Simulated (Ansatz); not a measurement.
# Si2H6O2 (SMILES O[SiH2][SiH2]O): PBE/6-31G(d) (spherical functions)

What is the vertical ionisation energy of Si2H6O2 at PBE/6-31G* (spherical functions)? 

The calculation is run with Ansatz 0.2.0.

48 further runs of the same task are left out: 48 set aside as unsound or not needed. Runs told in other sessions of the task aren't counted.

### 1 The structure to begin with

Si2H6O2: 10 atoms, total charge 0, spin state singlet. As SMILES, `O[SiH2][SiH2]O`. The coordinates come from a PBE0-D4/def2-TZVP relaxation. This is one conformer, not always the lowest.

Bond lengths: O1–Si2 1.656 Å, Si2–Si3 2.357 Å, Si3–O4 1.656 Å, O1–H5 0.958 Å, Si2–H6 1.487 Å, Si2–H7 1.494 Å, Si3–H8 1.493 Å, Si3–H9 1.487 Å, O4–H10 0.958 Å. Some angles: O1–Si2–Si3 112.1°, Si2–Si3–O4 112.1°, O1–Si2–H6 105.4°, O1–Si2–H7 111.3°, Si3–Si2–H6 110.5°, Si3–Si2–H7 109.5°, Si2–O1–H5 117.4°, Si2–Si3–H8 109.5°, Si2–Si3–H9 110.5°, O4–Si3–H8 111.3°.

### 2 The energy at PBE/6-31G(d) (spherical functions)

File molecule.yaml:

```yaml
crystal:
  periodic: [false, false, false]
  atoms:
    - {symbol: O, position_ang: [-1.023300, 1.887700, 1.029000]}
    - {symbol: Si, position_ang: [0.114300, 0.686000, 0.959700]}
    - {symbol: Si, position_ang: [-0.148600, -0.673600, -0.947700]}
    - {symbol: O, position_ang: [0.987200, -1.877000, -1.014900]}
    - {symbol: H, position_ang: [-1.013300, 2.545500, 0.332800]}
    - {symbol: H, position_ang: [-0.079100, -0.112900, 2.199100]}
    - {symbol: H, position_ang: [1.498300, 1.246700, 0.986300]}
    - {symbol: H, position_ang: [-1.533500, -1.232000, -0.975500]}
    - {symbol: H, position_ang: [0.047500, 0.124300, -2.187300]}
    - {symbol: H, position_ang: [0.975700, -2.534100, -0.318000]}
basis:
  gaussian: {orbitals: 6-31G_st_-spherical.json}
hamiltonian: {xc: pbe}
accuracy: high
output: {orbitals: {seedname: orbitals}}
```

The basis set 6-31G* is read from a file made from the Basis Set Exchange's data (not shown).

Launch:

```
$ ansatz run molecule.yaml --threads 1 --pin off --max-ram 2610MiB --events-out events.jsonl --progress --plain --runs-dir runs
```

What it wrote:

```text
Warning: RAYON_NUM_THREADS=1 ignored (pool sized by the plan → 1); use --threads N
Functional definition: PBE
  name "PBE"
  parameter kappa = 0.804
  parameter beta = 0.06672455060314922
  exchange = pbe_x(kappa = kappa, mu = beta*pi^2/3)
  correlation = pbe_c(beta = beta)
1719 factors; integrals over basis functions are off by at most 8.4e-9 eV
mean field evaluation 1: about -19924.9402 eV, gradient 7.3e1 eV
mean field evaluation 2: about -19880.5256 eV, gradient 1.6e2 eV
mean field evaluation 4: about -19934.2936 eV, gradient 4.4e0 eV
mean field evaluation 8: about -19934.3387 eV, gradient 3.5e-2 eV
mean field evaluation 16: about -19934.3387 eV, gradient 3.6e-6 eV
mean field -19934.33871216 eV, -732.5734356917 hartree, gradient 5.5e-8 eV, S^2 0.000000; 0 other end points of the search recorded, 0 dependent functions left out
reference -19934.33871624 eV, -732.5734358416 hartree; 25, 25 occupied and 51, 51 virtual orbitals, 1719 factors
Total energy: -19934.33871624 eV, -732.5734358416 hartree
```

Run time: 6.3 s. Hardware: 1 thread of Arm Neoverse V1, shared host; peak memory 0.2 GiB.

### 3 The doublet cation at the same level

File input.yaml:

```yaml
crystal:
  periodic: [false, false, false]
  atoms:
    - {symbol: O, position_ang: [-1.023300, 1.887700, 1.029000]}
    - {symbol: Si, position_ang: [0.114300, 0.686000, 0.959700]}
    - {symbol: Si, position_ang: [-0.148600, -0.673600, -0.947700]}
    - {symbol: O, position_ang: [0.987200, -1.877000, -1.014900]}
    - {symbol: H, position_ang: [-1.013300, 2.545500, 0.332800]}
    - {symbol: H, position_ang: [-0.079100, -0.112900, 2.199100]}
    - {symbol: H, position_ang: [1.498300, 1.246700, 0.986300]}
    - {symbol: H, position_ang: [-1.533500, -1.232000, -0.975500]}
    - {symbol: H, position_ang: [0.047500, 0.124300, -2.187300]}
    - {symbol: H, position_ang: [0.975700, -2.534100, -0.318000]}
basis:
  gaussian: {orbitals: 6-31G_st_-spherical.json}
magnetization: {spin_polarized: true, initial_magnetization: 1}
accuracy: high
output: {orbitals: {seedname: orbitals}}
total_charge: 1
hamiltonian: {xc: pbe}
```

The basis set 6-31G* is read from a file made from the Basis Set Exchange's data (not shown).

Launch:

```
$ ansatz run input.yaml --threads 1 --pin off --max-ram 2610MiB --events-out events.jsonl --progress --plain --runs-dir runs
```

What it wrote (excerpt; [...] marks lines left out):

```text
Warning: RAYON_NUM_THREADS=1 ignored (pool sized by the plan → 1); use --threads N
[... 6 set-up lines as earlier in the session ...]
1719 factors; integrals over basis functions are off by at most 8.4e-9 eV
mean field evaluation 1: about -19905.1364 eV, gradient 7.4e1 eV
mean field evaluation 2: about -19691.1666 eV, gradient 1.9e2 eV
mean field evaluation 4: about -19923.7144 eV, gradient 1.7e1 eV
mean field evaluation 8: about -19925.4199 eV, gradient 1.9e-1 eV
mean field evaluation 16: about -19925.4039 eV, gradient 1.6e-4 eV
mean field evaluation 32: about -19924.8556 eV, gradient 9.2e0 eV
mean field -19925.40390712 eV, -732.2450876627 hartree, gradient 3.5e-8 eV, S^2 0.751879; 2 other end points of the search recorded, 0 dependent functions left out
reference -19925.40391110 eV, -732.2450878089 hartree; 25, 24 occupied and 51, 52 virtual orbitals, 1719 factors
Total energy: -19925.40391110 eV, -732.2450878089 hartree
```

Run time: 13 s. Hardware: 1 thread of Arm Neoverse V1, shared host; peak memory 0.26 GiB.

### 4 Results

Level: PBE/6-31G* (spherical functions).

```
                                          quantity          value
                     singlet Si2H6O2: total energy  -732.57344 Eh
                      singlet Si2H6O2: HOMO energy       -5.92 eV
                      singlet Si2H6O2: LUMO energy       -1.44 eV
                    singlet Si2H6O2: HOMO–LUMO gap        4.48 eV
                      doublet cation: total energy  -732.24509 Eh
doublet cation: HOMO energy (highest over α and β)      -12.69 eV
 doublet cation: LUMO energy (lowest over α and β)      -11.93 eV
                              doublet cation: ⟨S²⟩          0.752
vertical ionisation energy (to the doublet cation)       8.935 eV
```

In words: Removing an electron at fixed nuclei costs 8.93 eV (206 kcal/mol). The negative HOMO energy of the first species, 5.92 eV, lies 3.01 eV below that difference.
